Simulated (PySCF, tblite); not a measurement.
# C5H8NO2 radical: geometry, infrared bands and EPR parameters

What infrared bands and EPR parameters should C5H8NO2 radical (`[CH2]NC(=O)C1COC1`) show?

The runs use tblite 0.8.0 and PySCF 2.14.0, with density-fitted response routines of our own; the level of theory stands in each step. All values are computed, except where a source is named. Atoms count from 0, in the outputs and in this text.

### 1 The molecule as given

16 atoms, charge 0, multiplicity 2; geometry from: force field or distance geometry start.

Bonds of the start (Å): C0–N1 1.44, N1–C2 1.43, C2–O3 1.25, C2–C4 1.48, C4–C5 1.51, C5–O6 1.42, O6–C7 1.42, C7–C4 1.49, C0–H8 1.08, C0–H9 1.08, N1–H10 1.03, C4–H11 1.11, C5–H12 1.09, C5–H13 1.12, C7–H14 1.12, C7–H15 1.12.

### 2 Optimising the geometry with GFN2-xTB

The job: settings as JSON, then the geometry in Å.

```
{"job": {"kind": "relax", "xc": "GFN2-xTB", "basis": "xTB"}, "charge": 0, "multiplicity": 2}
C      2.792000     0.010200    -0.015400
N      1.360500     0.112700    -0.155300
C      0.579500    -0.122100     1.025200
O      1.214900    -0.379100     2.069100
C     -0.894300    -0.039800     0.972300
C     -1.607400    -0.978900     0.033300
O     -1.708600     0.004300    -0.984900
C     -1.362900     0.978000    -0.013200
H      3.359400     0.924200    -0.098700
H      3.226700    -0.902800    -0.402500
H      0.920200     0.331800    -1.056000
H     -1.419000    -0.009200     1.952000
H     -1.001500    -1.803600    -0.352200
H     -2.643600    -1.257300     0.347600
H     -0.569400     1.623200    -0.459600
H     -2.254100     1.517300     0.394500
```

Run with:

```
OMP_NUM_THREADS=1 python probes_run.py task.json out
```

The driver reads the jobs from task.json and runs them one after another.

**Question.** This job is followed by: GFN2-xTB harmonic vibrations, gas phase; UKS B3LYP, pcH-1 on C H N O, non-relativistic, mean-field spin-orbit, GIAO. Predict these results of the whole session: strongest single infrared mode (GFN2-xTB); zero-point energy (GFN2-xTB); g(iso) (B3LYP); ⟨S²⟩; largest a(iso) (averaged by class); surface potential, 1st and 99th percentile.

**Answer**, as computed:

```
                                 quantity                  value
strongest single infrared mode (GFN2-xTB)  1699 cm⁻¹, 411 km/mol
             zero-point energy (GFN2-xTB)          78.4 kcal/mol
                           g(iso) (B3LYP)                2.00295
                                     ⟨S²⟩     0.755 (exact 0.75)
       largest a(iso) (averaged by class)    13C on C0, 70.0 MHz
    surface potential, 1st and 99th percentile     -1.88 V and 1.80 V
```

In words: Relaxing lowered the energy by 1.421 eV in 104 steps; the close pair that moved most is C0–N1, from 1.442 to 1.350 Å. No mode is imaginary among the 42: a minimum at this level. The strongest single mode, at 1699 cm⁻¹, moves mainly C2 and O3. Unscaled tight-binding wavenumbers are off by several per cent, some by more. Its intensities can rank the bands wrongly. C0 carries the largest spin population, 0.89 e. The isotropic g lies 0.6 ppt above the free-electron value.
